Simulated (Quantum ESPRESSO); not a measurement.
CoW3:

```
W Co
1.0
     3.90735    0.00000    0.00000
     0.00000    3.90735    0.00000
     0.00000    0.00000    3.90735
W Co
3 1
Direct
  0.50000 0.50000 0.00000
  0.50000 0.00000 0.50000
  0.00000 0.50000 0.50000
  0.00000 0.00000 0.00000
```

The cell comes from a database or a generator and needn't be the stable form of this composition.

| Item | Value |
| --- | --- |
| Program | Quantum ESPRESSO 7.5 |
| Task | Wannier functions |
| Functional | LDA |
| Potentials or basis | GBRV 1.5 LDA |
| Cutoff | 762 eV |
| Density cutoff | 6095 eV |
| k mesh | 6 × 6 × 6 |
| Occupations | fermi-dirac, width 0.05 eV |
| Spin | collinear spin, ferromagnetic start |
| Starting moments | [0.0, 0.0, 0.0, 2.0] μB |
| Form of the LDA correlation | PZ81 |
| Mixing beta | 0.3 |
| Most SCF iterations | 120 |
| SCF threshold | 8e-10 Ry |
| k mesh for the Wannier functions | 4 × 4 × 4 |
| Projections | W spd, Co spd |

Start: atomic projections with disentanglement, frozen window up to 3.0 eV over the reference level; the lowest 16 bands are left out. The reference level is the Fermi level, or the middle of the gap.

Q: With atomic projections with disentanglement, how many functions result, how localised are they, and how well do they interpolate the bands?

A: 72 functions with spreads from 0.39 to 1.66 Å², 94.7 Å² in all; they miss the direct bands by 9 meV (root mean square).

Spin up: Wannier functions:
| function | nearest atom | distance (Å) | spread (Å²) | on-site energy from the reference level (eV) |
| --- | --- | --- | --- | --- |
| 1 | 1 W | 0.81 | 1.58 | 8.03 |
| 2 | 1 W | 0.82 | 1.66 | 8.25 |
| 3 | 1 W | 0.81 | 1.58 | 8.03 |
| 4 | 1 W | 0.81 | 1.58 | 8.02 |
| 5 | 1 W | 0.82 | 1.66 | 8.25 |
| 6 | 1 W | 0.00 | 1.06 | 2.39 |
| 7 | 1 W | 0.00 | 1.06 | 2.39 |
| 8 | 1 W | 0.81 | 1.58 | 8.02 |
| 9 | 1 W | 0.00 | 1.04 | 2.13 |
| 10 | 2 W | 0.81 | 1.59 | 8.10 |
| 11 | 2 W | 0.81 | 1.59 | 8.10 |
| 12 | 2 W | 0.81 | 1.59 | 8.10 |
| 13 | 2 W | 0.82 | 1.66 | 8.24 |
| 14 | 2 W | 0.81 | 1.59 | 8.10 |
| 15 | 2 W | 0.00 | 1.04 | 2.17 |
| 16 | 2 W | 0.00 | 1.06 | 2.39 |
| 17 | 2 W | 0.82 | 1.66 | 8.24 |
| 18 | 2 W | 0.00 | 1.06 | 2.39 |
| 19 | 3 W | 0.82 | 1.66 | 8.25 |
| 20 | 3 W | 0.81 | 1.58 | 8.05 |
| 21 | 3 W | 0.82 | 1.66 | 8.25 |
| 22 | 3 W | 0.81 | 1.58 | 8.04 |
| 23 | 3 W | 0.81 | 1.58 | 8.05 |
| 24 | 3 W | 0.00 | 1.06 | 2.39 |
| 25 | 3 W | 0.00 | 1.04 | 2.14 |
| 26 | 3 W | 0.81 | 1.58 | 8.04 |
Spin down: Wannier functions:
| function | nearest atom | distance (Å) | spread (Å²) | on-site energy from the reference level (eV) |
| --- | --- | --- | --- | --- |
| 1 | 1 W | 0.80 | 1.59 | 7.96 |
| 2 | 1 W | 0.81 | 1.66 | 8.24 |
| 3 | 1 W | 0.80 | 1.59 | 7.98 |
| 4 | 1 W | 0.80 | 1.59 | 7.95 |
| 5 | 1 W | 0.81 | 1.66 | 8.24 |
| 6 | 1 W | 0.00 | 1.06 | 2.40 |
| 7 | 1 W | 0.00 | 1.06 | 2.40 |
| 8 | 1 W | 0.80 | 1.59 | 7.98 |
| 9 | 1 W | 0.00 | 1.06 | 2.19 |
| 10 | 2 W | 0.81 | 1.66 | 8.23 |
| 11 | 2 W | 0.80 | 1.59 | 7.95 |
| 12 | 2 W | 0.80 | 1.59 | 7.98 |
| 13 | 2 W | 0.81 | 1.66 | 8.23 |
| 14 | 2 W | 0.80 | 1.59 | 7.95 |
| 15 | 2 W | 0.00 | 1.07 | 2.17 |
| 16 | 2 W | 0.00 | 1.05 | 2.39 |
| 17 | 2 W | 0.80 | 1.59 | 7.98 |
| 18 | 2 W | 0.00 | 1.06 | 2.40 |
| 19 | 3 W | 0.81 | 1.66 | 8.22 |
| 20 | 3 W | 0.80 | 1.59 | 7.95 |
| 21 | 3 W | 0.81 | 1.66 | 8.22 |
| 22 | 3 W | 0.80 | 1.59 | 7.96 |
| 23 | 3 W | 0.80 | 1.59 | 7.95 |
| 24 | 3 W | 0.00 | 1.05 | 2.39 |
| 25 | 3 W | 0.00 | 1.08 | 2.10 |
| 26 | 3 W | 0.80 | 1.59 | 7.96 |

Parts of the spread (Å²): spin up: invariant 36.71, diagonal 0.004, off-diagonal 10.47, total 47.18; spin down: invariant 36.82, diagonal 0.004, off-diagonal 10.65, total 47.47. Against the direct bands the interpolation misses by 9 meV (root mean square) and 77 meV at most, for states up to 1 eV over the reference level.

Caveat: spin-orbit coupling is left out, which moves the levels of the heavy elements; the Wannier minimisation didn't converge.
